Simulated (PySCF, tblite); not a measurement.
# C₄H₉B: a rotation path, then NMR shifts and spin-spin couplings on frames

Aim: move C₄H₉B (`BCCC=C`) away from its starting geometry and see how NMR shifts and spin-spin couplings follow the geometry.

Programs: tblite 0.8.0 and PySCF 2.14.0, with density-fitted response routines of our own. Each step states its level of theory. These are calculated values for one molecule in the gas phase, unless marked as measured. Atoms are numbered from 0 throughout.

### 1 The molecule as given

14 atoms, charge 0, multiplicity 1; geometry from: GFN2-xTB.

Bonds of the start (Å): B0–C1 1.57, C1–C2 1.54, C2–C3 1.50, C3–C4 1.32, B0–H5 1.17, B0–H6 1.17, C1–H7 1.10, C1–H8 1.10, C2–H9 1.09, C2–H10 1.09, C3–H11 1.08, C4–H12 1.08, C4–H13 1.08.

### 2 A band between two rotamers with GFN2-xTB

What the job is given:

```
{"job": {"kind": "neb", "xc": "GFN2-xTB", "basis": "xTB", "atoms": [0, 1, 2, 3], "turn": 120}, "charge": 0, "multiplicity": 1}
B     -2.303171     0.681514     0.603307
C     -1.112374     0.062612    -0.205507
C      0.217270    -0.117819     0.542648
C      1.261595    -0.717247    -0.343764
C      2.395305    -0.128567    -0.674867
H     -3.331194     0.833898     0.066145
H     -2.185783     0.987886     1.725358
H     -0.929563     0.678637    -1.093474
H     -1.422721    -0.907026    -0.611751
H      0.560947     0.846811     0.919696
H      0.054085    -0.777202     1.399547
H      1.024443    -1.698512    -0.737546
H      3.115570    -0.594102    -1.326522
H      2.654913     0.848646    -0.300371
```

With the program's defaults for keys left out, this is: GFN2-xTB climbing-image nudged elastic band, gas phase.

Run with:

```
OMP_NUM_THREADS=1 python probes_run.py task.json out
```

The driver reads the jobs from task.json and runs them one after another.

What it wrote:

```text
image   E - E0 / eV
  0       0.0000
  1       0.0132
  2       0.0457
  3       0.0827
  4       0.1044
  5       0.0977
  6       0.0678
  7       0.0332
  8       0.0145
```

Wall time 1.5 s (1 thread of Arm Neoverse V1, shared host); peak memory 0.18 GiB.

The final band, with the dihedral B0–C1–C2–C3:

```
image  dihedral (°)  energy (eV)  energy (kcal/mol)
    0           180        0.000                0.0
    1           194        0.013                0.3
    2           209        0.046                1.1
    3           223        0.083                1.9
    4           238        0.104                2.4
    5           252        0.098                2.3
    6           266        0.068                1.6
    7           281        0.033                0.8
    8           296        0.015                0.3
```

### 3 Nuclear shieldings: image 0, PBE0/pcSseg-1

What the job is given:

```
{"job": {"kind": "nmr", "xc": "PBE0", "basis": "pcSseg-1", "pop": false}, "charge": 0, "multiplicity": 1}
B     -2.303200     0.681500     0.603300
C     -1.112400     0.062600    -0.205500
C      0.217300    -0.117800     0.542600
C      1.261600    -0.717200    -0.343800
C      2.395300    -0.128600    -0.674900
H     -3.331200     0.833900     0.066100
H     -2.185800     0.987900     1.725400
H     -0.929600     0.678600    -1.093500
H     -1.422700    -0.907000    -0.611800
H      0.560900     0.846800     0.919700
H      0.054100    -0.777200     1.399500
H      1.024400    -1.698500    -0.737500
H      3.115600    -0.594100    -1.326500
H      2.654900     0.848600    -0.300400
```

Level: GIAO PBE0/pcSseg-1 NMR shielding, non-relativistic, gas phase.

What it wrote:

```text
coarse grid: 11016 points
cycle   1  E = -182.3088151269  dE =  2.980e-01  |g| = 3.689e-01  |ddm| = 3.093e+00
cycle   2  E = -182.3107013708  dE = -1.886e-03  |g| = 3.725e-01  |ddm| = 6.478e-01
cycle   3  E = -182.3477064690  dE = -3.701e-02  |g| = 2.820e-02  |ddm| = 3.370e-01
cycle   4  E = -182.3478397162  dE = -1.332e-04  |g| = 1.746e-02  |ddm| = 4.192e-02
cycle   5  E = -182.3479101303  dE = -7.041e-05  |g| = 6.036e-03  |ddm| = 1.744e-02
cycle   6  E = -182.3479191957  dE = -9.065e-06  |g| = 1.438e-03  |ddm| = 5.432e-03
final grid: 104392 points
cycle   7  E = -182.3775501036  dE = -3.220e-05  |g| = 7.212e-03  |ddm| = 2.329e-02
cycle   8  E = -182.3775480720  dE =  2.032e-06  |g| = 7.875e-03  |ddm| = 1.268e-02
cycle   9  E = -182.3775640748  dE = -1.600e-05  |g| = 5.312e-04  |ddm| = 6.370e-03
cycle  10  E = -182.3775641419  dE = -6.711e-08  |g| = 1.801e-04  |ddm| = 5.270e-04
cycle  11  E = -182.3775641484  dE = -6.536e-09  |g| = 8.122e-05  |ddm| = 1.948e-04
cycle  12  E = -182.3775641501  dE = -1.674e-09  |g| = 1.692e-05  |ddm| = 7.158e-05
cycle  13  E = -182.3775641502  dE = -7.140e-11  |g| = 3.238e-06  |ddm| = 1.738e-05
converged SCF energy = -182.3775641502

GIAO shielding tensors (ppm)
atom      isotropic    diamagn.    paramagn.     s11        s22        s33       span
  0 B        7.272     190.908    -183.636    -73.266    -31.904    126.985    200.251
  1 C      148.677     251.432    -102.756    114.780    162.935    168.314     53.534
  2 C      147.615     247.623    -100.008    127.913    143.611    171.322     43.409
  3 C       35.992     256.457    -220.466    -88.919     43.260    153.633    242.552
  4 C       67.341     253.529    -186.188    -43.216     88.183    157.057    200.274
  5 H       23.590      28.999      -5.408     15.803     27.055     27.913     12.110
  6 H       23.604      29.378      -5.775     14.691     27.869     28.251     13.559
  7 H       30.136      31.415      -1.279     25.507     29.988     34.912      9.405
  8 H       29.899      31.248      -1.349     25.310     29.499     34.888      9.577
  9 H       29.391      33.020      -3.629     26.080     28.855     33.239      7.160
 10 H       29.123      31.524      -2.401     25.898     27.458     34.013      8.115
 11 H       25.525      31.738      -6.213     23.205     25.134     28.236      5.031
 12 H       26.502      28.947      -2.445     23.713     25.545     30.247      6.534
 13 H       26.322      31.551      -5.230     23.131     25.818     30.016      6.885
```

It took 13 s on 1 thread of Arm Neoverse V1, shared host; peak memory 0.6 GiB.

Shifts follow as δ = σ(reference) − σ, with reference shieldings (ppm) from runs at the same level and on the same kind of geometry: ¹H TMS 31.72, ¹³C TMS 186.9, ¹¹B BF3·OEt2 100.1. The references are single molecules in the gas phase. Each atom is listed at this fixed geometry, with no averaging over motion; a spectrum would average atoms that exchange fast.

```
atoms                         environment  σ (ppm)  δ (ppm)
   C3                           alkene CH     36.0    150.9
   C4                terminal =CH2 carbon     67.3    119.6
   C2                     allylic sp3 CH2    147.6     39.3
   C1                 sp3 CH2 bonded to B    148.7     38.2
   H5     hydrogen on a boron bonded to C    23.59     8.13
   H6     hydrogen on a boron bonded to C    23.60     8.11
  H11            hydrogen on an alkene CH    25.52     6.19
  H13  hydrogen on a terminal =CH2 carbon    26.32     5.40
  H12  hydrogen on a terminal =CH2 carbon    26.50     5.22
  H10      hydrogen on an allylic sp3 CH2    29.12     2.59
   H9      hydrogen on an allylic sp3 CH2    29.39     2.33
   H8  hydrogen on an sp3 CH2 bonded to B    29.90     1.82
   H7  hydrogen on an sp3 CH2 bonded to B    30.14     1.58
   B0              boron bonded to C, 2 H      7.3     92.8
```

Orbitals, density, ELF and potential are computed afterwards from the orbital file.

Frontier orbitals at PBE0/pcSseg-1, with the share of their density that lies nearest to each atom:

```
orbital  energy (eV)                          lies on
   HOMO        -7.40           C3, C4 about 35 % each
   LUMO        -1.37  B0 53 %; H5, H6 about 16 % each
```

ELF in a plane through or near 6 of the atoms.

Ten even steps from '0' (0.00) to '9' (1.00):
```
0000000000000000000000000000
0000000000000000000000000000
0000000000000000000000000000
0000000000000210000110000000
0000000231006981004885000000
0000001674009993007998200000
0000003898119994018999300000
0000004898107992027997200000
0000124666203752354265310000
0001798573644466692738861000
0004999828865363296289995000
0004999957763052166699996000
0001899723541046642399994000
0000154101220036740048950000
0000000000000026740001200000
0000000000000014520000000000
0000000000000000100000000000
0000000000000000000000000000
0000000000000000000000000000
0000000000000000000000000000
```
The map spans 12.0 Å across and 8.0 Å up, centred on the molecule. Atoms in the plane (x, y in Å): B0 (2.5, 0.2), C1 (1.0, -0.5), C4 (-2.5, 0.2), H5 (3.3, -0.5), H9 (-0.2, 1.4), H12 (-3.4, -0.4).

On the surface of density 0.002 e/bohr³ the electrostatic potential runs, from the 1st to the 99th percentile, from -0.70 V near C4 to 1.49 V near B0.

### 4 J couplings: image 0, B3LYP/pcJ-1

The job, as its differences from that of step 3:

```diff
@@ -1,2 +1,2 @@
-{"job": {"kind": "nmr", "xc": "PBE0", "basis": "pcSseg-1", "pop": false}, "charge": 0, "multiplicity": 1}
+{"job": {"kind": "j", "xc": "B3LYP", "basis": "pcJ-1"}, "charge": 0, "multiplicity": 1}
 B     -2.303200     0.681500     0.603300
```

Method: B3LYP/pcJ-1 indirect spin-spin coupling, non-relativistic, gas phase.

What it wrote:

```text
coarse grid: 11016 points
cycle   1  E = -182.5716972679  dE =  2.308e-01  |g| = 4.413e-01  |ddm| = 2.835e+00
cycle   2  E = -182.5619793216  dE =  9.718e-03  |g| = 4.853e-01  |ddm| = 7.773e-01
cycle   3  E = -182.6244096354  dE = -6.243e-02  |g| = 3.907e-02  |ddm| = 4.349e-01
cycle   4  E = -182.6245856753  dE = -1.760e-04  |g| = 2.926e-02  |ddm| = 5.762e-02
cycle   5  E = -182.6247855574  dE = -1.999e-04  |g| = 8.825e-03  |ddm| = 2.616e-02
cycle   6  E = -182.6248046068  dE = -1.905e-05  |g| = 2.046e-03  |ddm| = 7.434e-03
cycle   7  E = -182.6248055745  dE = -9.677e-07  |g| = 4.510e-04  |ddm| = 1.657e-03
final grid: 104392 points
cycle   8  E = -182.6652812035  dE = -9.538e-05  |g| = 5.921e-03  |ddm| = 1.889e-02
cycle   9  E = -182.6652776938  dE =  3.510e-06  |g| = 6.884e-03  |ddm| = 1.047e-02
cycle  10  E = -182.6652899744  dE = -1.228e-05  |g| = 8.224e-04  |ddm| = 5.892e-03
cycle  11  E = -182.6652900246  dE = -5.012e-08  |g| = 6.892e-04  |ddm| = 1.067e-03
cycle  12  E = -182.6652901432  dE = -1.186e-07  |g| = 8.292e-05  |ddm| = 4.979e-04
cycle  13  E = -182.6652901449  dE = -1.709e-09  |g| = 1.424e-05  |ddm| = 6.948e-05
cycle  14  E = -182.6652901449  dE = -4.087e-11  |g| = 5.688e-06  |ddm| = 1.562e-05
converged SCF energy = -182.6652901449

Indirect spin-spin couplings (Hz)
  i      j    bonds     total        FC       PSO       DSO        SD
  0 B    1 C    1     48.812    51.202    -2.793     0.148     0.255
  0 B    2 C    2     -0.611    -0.560    -0.026    -0.018    -0.006
  0 B    3 C    3      6.576     6.466     0.135    -0.074     0.050
  0 B    4 C    4      0.257     0.294     0.048    -0.067    -0.018
  0 B    5 H    1    128.792   129.814    -1.903     0.320     0.561
  0 B    6 H    1    130.407   131.473    -1.977     0.348     0.563
  0 B    7 H    2     -3.612    -3.502     0.029    -0.324     0.185
  0 B    8 H    2     -3.592    -3.466     0.017    -0.329     0.185
  0 B    9 H    3      2.127     2.349    -0.146    -0.049    -0.028
  0 B   10 H    3      2.481     2.709    -0.137    -0.060    -0.030
  0 B   11 H    4     -0.187    -0.198     0.288    -0.291     0.015
  0 B   12 H    5      0.192     0.199     0.267    -0.293     0.020
  1 C    2 C    1     32.432    32.280    -0.038     0.189         -
  1 C    3 C    2     -2.637    -2.382    -0.272     0.017         -
  1 C    4 C    3      3.273     3.183     0.145    -0.054         -
  1 C    5 H    2      5.500     5.984    -0.310    -0.174         -
  1 C    6 H    2      3.724     4.206    -0.298    -0.184         -
  1 C    7 H    1    121.022   118.812     1.447     0.763         -
  1 C    8 H    1    120.046   117.759     1.524     0.763         -
  1 C    9 H    2     -2.209    -2.253     0.201    -0.156         -
  1 C   10 H    2     -4.757    -4.816     0.214    -0.156         -
  1 C   11 H    3      2.708     2.711     0.019    -0.022         -
  1 C   12 H    4     -1.518    -1.518     0.276    -0.276         -
  1 C   13 H    4     -1.552    -1.532     0.135    -0.155         -
  2 C    3 C    1     42.544    43.826    -1.487     0.205         -
  2 C    4 C    2      1.023     1.394    -0.321    -0.050         -
  2 C    5 H    3      8.945     8.978     0.267    -0.300         -
  2 C    6 H    3      7.260     7.206    -0.009     0.063         -
  2 C    7 H    2     -3.220    -3.277     0.175    -0.118         -
  2 C    8 H    2     -3.122    -3.208     0.216    -0.130         -
  2 C    9 H    1    134.742   133.056     0.821     0.865         -
  2 C   10 H    1    132.841   131.050     0.950     0.841         -
  2 C   11 H    2      5.070     5.223     0.094    -0.247         -
  2 C   12 H    3     12.337    12.431     0.397    -0.492         -
  2 C   13 H    3      8.252     8.409    -0.144    -0.014         -
  3 C    4 C    1     77.889    87.660    -9.910     0.139         -
  3 C    5 H    4      0.988     0.975     0.217    -0.204         -
  3 C    7 H    3      2.566     2.513    -0.051     0.104         -
  3 C    8 H    3      3.415     3.445    -0.126     0.097         -
  3 C    9 H    2     -3.421    -3.052    -0.214    -0.155         -
  3 C   10 H    2     -6.884    -6.796     0.035    -0.123         -
  3 C   11 H    1    156.742   155.716     0.212     0.814         -
  3 C   12 H    2     -0.959     0.877    -1.270    -0.567         -
  3 C   13 H    2     -1.239     0.734    -1.436    -0.537         -
  4 C    5 H    5      0.228     0.244     0.169    -0.185         -
  4 C    7 H    4     -0.180    -0.166     0.021    -0.036         -
  4 C    9 H    3      6.971     7.314    -0.350     0.006         -
  4 C   10 H    3      6.515     6.646     0.284    -0.415         -
  4 C   11 H    2      1.692     3.449    -1.195    -0.562         -
  4 C   12 H    1    162.789   161.664     0.579     0.546         -
  4 C   13 H    1    160.370   159.246     0.540     0.585         -
  5 H    6 H    2      5.445     5.729     1.976    -2.260         -
  5 H    7 H    3      0.986     1.083     0.449    -0.545         -
  5 H    8 H    3      1.087     1.183     0.448    -0.544         -
  5 H    9 H    4     -0.382    -0.267     0.949    -1.063         -
  5 H   10 H    4     -0.375    -0.262     0.969    -1.082         -
  6 H    7 H    3      1.581     1.749     1.598    -1.766         -
  6 H    8 H    3      1.742     1.910     1.606    -1.774         -
  6 H    9 H    4     -0.152    -0.136    -0.570     0.554         -
  6 H   10 H    4     -0.163    -0.145    -0.525     0.507         -
  7 H    8 H    2    -22.861   -23.076     2.171    -1.955         -
  7 H    9 H    3      3.799     3.873     0.398    -0.472         -
  7 H   10 H    3     14.829    14.895     2.773    -2.839         -
  7 H   11 H    4     -0.176    -0.107     0.417    -0.486         -
  7 H   12 H    5      0.158     0.233     0.608    -0.683         -
  8 H    9 H    3     14.121    14.191     2.749    -2.819         -
  8 H   10 H    3      3.606     3.666     0.423    -0.483         -
  9 H   10 H    2    -13.163   -13.309     2.359    -2.213         -
  9 H   11 H    3     11.457    11.599     2.797    -2.938         -
  9 H   12 H    4     -0.315    -0.134     1.540    -1.720         -
  9 H   13 H    4     -0.555    -0.551    -1.554     1.550         -
 10 H   11 H    3      4.211     4.267     0.535    -0.590         -
 10 H   12 H    4     -2.114    -1.983     1.559    -1.690         -
 10 H   13 H    4     -2.596    -2.450     1.088    -1.235         -
 11 H   12 H    3     11.230    11.703     0.274    -0.748         -
 11 H   13 H    3     17.420    17.981     2.827    -3.388         -
 12 H   13 H    2      0.565     0.319     3.842    -3.596         -
```

It took 26 s on 1 thread of Arm Neoverse V1, shared host; peak memory 0.89 GiB.

Couplings of 1 Hz or more, nine at most for each number of bonds (isotopes 11B, 13C, 1H):

```
   pair  bonds  J (Hz)  Fermi contact (Hz)  dihedral (°)
 C4–H12      1   162.8               161.7             –
 C4–H13      1   160.4               159.2             –
 C3–H11      1   156.7               155.7             –
  C2–H9      1   134.7               133.1             –
 C2–H10      1   132.8               131.1             –
  B0–H6      1   130.4               131.5             –
  B0–H5      1   128.8               129.8             –
  C1–H7      1   121.0               118.8             –
  C1–H8      1   120.0               117.8             –
  H7–H8      2   -22.9               -23.1             –
 H9–H10      2   -13.2               -13.3             –
 C3–H10      2    -6.9                -6.8             –
  C1–H5      2     5.5                 6.0             –
  H5–H6      2     5.4                 5.7             –
 C2–H11      2     5.1                 5.2             –
 C1–H10      2    -4.8                -4.8             –
  C1–H6      2     3.7                 4.2             –
  B0–H7      2    -3.6                -3.5             –
H11–H13      3    17.4                18.0           180
 H7–H10      3    14.8                14.9          -177
  H8–H9      3    14.1                14.2           178
 C2–H12      3    12.3                12.4          -179
 H9–H11      3    11.5                11.6           178
H11–H12      3    11.2                11.7            -1
  C2–H5      3     8.9                 9.0           180
 C2–H13      3     8.3                 8.4             1
  C2–H6      3     7.3                 7.2             0
H10–H13      4    -2.6                -2.5             –
H10–H12      4    -2.1                -2.0             –
 C1–H13      4    -1.6                -1.5             –
 C1–H12      4    -1.5                -1.5             –
```

The spin-dipole term was solved for some atoms only; pairs without it lack that part.

Quadrupole couplings from the field gradients of the same density:

```
atom  isotope  eQq/h (MHz)     η
  B0      11B        6.050  0.01
```

### 5 Shielding tensors: image 2, PBE0/pcSseg-1

What the job is given:

```
{"job": {"kind": "nmr", "xc": "PBE0", "basis": "pcSseg-1", "pop": false}, "charge": 0, "multiplicity": 1}
B     -2.174400     0.874700     0.516800
C     -1.164300    -0.125800    -0.140000
C      0.188900    -0.318800     0.571400
C      1.262100    -0.686900    -0.401000
C      2.341700     0.036000    -0.632400
H     -3.204100     1.064900    -0.005900
H     -1.911400     1.444900     1.503900
H     -0.976300     0.230100    -1.160800
H     -1.640900    -1.101400    -0.285000
H      0.473300     0.597700     1.089400
H      0.089900    -1.109100     1.320700
H      1.096800    -1.601900    -0.955000
H      3.080500    -0.258100    -1.357800
H      2.537400     0.953300    -0.101400
```

Method: GIAO PBE0/pcSseg-1 NMR shielding, non-relativistic, gas phase.

What it wrote:

```text
coarse grid: 11016 points
cycle   1  E = -182.3073625802  dE =  2.987e-01  |g| = 3.685e-01  |ddm| = 3.092e+00
cycle   2  E = -182.3091636880  dE = -1.801e-03  |g| = 3.724e-01  |ddm| = 6.466e-01
cycle   3  E = -182.3461673135  dE = -3.700e-02  |g| = 2.760e-02  |ddm| = 3.372e-01
cycle   4  E = -182.3462978881  dE = -1.306e-04  |g| = 1.664e-02  |ddm| = 4.037e-02
cycle   5  E = -182.3463616403  dE = -6.375e-05  |g| = 5.847e-03  |ddm| = 1.701e-02
cycle   6  E = -182.3463700901  dE = -8.450e-06  |g| = 1.477e-03  |ddm| = 5.323e-03
final grid: 104392 points
cycle   7  E = -182.3756703515  dE = -3.173e-05  |g| = 7.293e-03  |ddm| = 2.375e-02
cycle   8  E = -182.3756682067  dE =  2.145e-06  |g| = 7.972e-03  |ddm| = 1.274e-02
cycle   9  E = -182.3756845847  dE = -1.638e-05  |g| = 6.053e-04  |ddm| = 6.417e-03
cycle  10  E = -182.3756846685  dE = -8.376e-08  |g| = 2.178e-04  |ddm| = 5.976e-04
cycle  11  E = -182.3756846791  dE = -1.060e-08  |g| = 7.970e-05  |ddm| = 2.222e-04
cycle  12  E = -182.3756846807  dE = -1.604e-09  |g| = 1.657e-05  |ddm| = 7.115e-05
cycle  13  E = -182.3756846808  dE = -6.673e-11  |g| = 3.045e-06  |ddm| = 1.781e-05
converged SCF energy = -182.3756846808

GIAO shielding tensors (ppm)
atom      isotropic    diamagn.    paramagn.     s11        s22        s33       span
  0 B        6.750     191.069    -184.319    -73.950    -29.936    124.137    198.086
  1 C      149.186     251.769    -102.583    113.143    160.167    174.250     61.107
  2 C      146.826     247.243    -100.417    125.097    146.458    168.922     43.825
  3 C       36.358     256.576    -220.218    -90.021     41.691    157.405    247.426
  4 C       67.832     253.676    -185.844    -41.382     88.238    156.641    198.023
  5 H       23.603      29.085      -5.482     15.906     27.079     27.824     11.918
  6 H       23.580      29.552      -5.972     14.762     27.671     28.307     13.546
  7 H       30.417      31.587      -1.170     25.697     30.617     34.938      9.241
  8 H       29.479      30.771      -1.292     24.670     29.036     34.730     10.060
  9 H       29.276      33.195      -3.919     25.534     28.934     33.361      7.827
 10 H       29.006      31.105      -2.098     26.132     27.459     33.427      7.295
 11 H       25.479      31.677      -6.199     23.225     24.929     28.282      5.058
 12 H       26.550      29.037      -2.486     23.883     25.479     30.289      6.406
 13 H       26.357      31.664      -5.307     23.344     25.739     29.989      6.645
```

It took 8.4 s on 1 thread of Arm Neoverse V1, shared host; peak memory 0.63 GiB.

Key values: δ C3 150.6, C4 119.1, C2 40.1, C1 37.7, H6 8.14, H5 8.11 ppm.

(Part 1 of 3 ends here.)
